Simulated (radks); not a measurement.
**Valence configurations of P**

NIST gives [Ne] 3s2 3p3 as the ground configuration of P. Does this level of theory agree? Several fillings of the valence shells are run.

Method: Dirac Kohn-Sham, PBE, spin-unpolarised, spherical densities, point nucleus; open shells fill j = l - 1/2 first. Code: radks (a radial shooting solver on a logarithmic mesh, Libxc functionals) version 1.

## 1. What is computed

* element: phosphorus (Z = 15)
* charge: 0
* electrons: 15
* configuration: [Ne] 3s2 3p3
* others tried: 3p5; 3s1.5 3p3.5; 3s1 3p4; 3s0.5 3p4.5

## 2. [Ne] 3s2 3p3

Input:

```text
Z 15
configuration [Ne] 3s2 3p3
relativity Dirac
functional pbe,pbe
spin unpolarised
j_filling energy
nucleus point
c 137.035999084
```

## 3. [Ne] 3p5

Settings, as their differences from step 2:

```diff
@@ -1,3 +1,3 @@
 Z 15
-configuration [Ne] 3s2 3p3
+configuration [Ne] 3p5
 relativity Dirac
```

## 4. [Ne] 3s1.5 3p3.5

Settings, as their differences from step 3:

```diff
@@ -1,3 +1,3 @@
 Z 15
-configuration [Ne] 3p5
+configuration [Ne] 3s1.5 3p3.5
 relativity Dirac
```

## 5. [Ne] 3s1 3p4

Settings, as their differences from step 4:

```diff
@@ -1,3 +1,3 @@
 Z 15
-configuration [Ne] 3s1.5 3p3.5
+configuration [Ne] 3s1 3p4
 relativity Dirac
```

## 6. [Ne] 3s0.5 3p4.5

Settings, as their differences from step 5:

```diff
@@ -1,3 +1,3 @@
 Z 15
-configuration [Ne] 3s1 3p4
+configuration [Ne] 3s0.5 3p4.5
 relativity Dirac
```

What does the calculation give? Wanted: for each run, valence; E − E(NIST configuration); highest level; its energy; 1s shift.

The runs gave:

| valence | E − E(NIST configuration) (eV) | highest level | its energy (eV) | 1s shift (eV) |
| --- | --- | --- | --- | --- |
| 3s2 3p3 | 0.000 | 3p3/2 | -5.477 | +0.00 |
| 3s1.5 3p3.5 | 4.257 | 3p3/2 | -5.767 | -0.81 |
| 3s1 3p4 | 8.550 | 3p3/2 | -6.045 | -1.59 |
| 3s0.5 3p4.5 | 12.876 | 3p3/2 | -6.312 | -2.35 |
| 3p5 | 17.234 | 3p3/2 | -6.569 | -3.09 |

**Reading.** Theory agrees with NIST among these: the next, 3s1.5 3p3.5, lies 4.257 eV higher. The energies are those of spherical spin-averaged densities, not of single terms. The 1s eigenvalue shifts by up to 3.09 eV as the valence charge is rearranged.
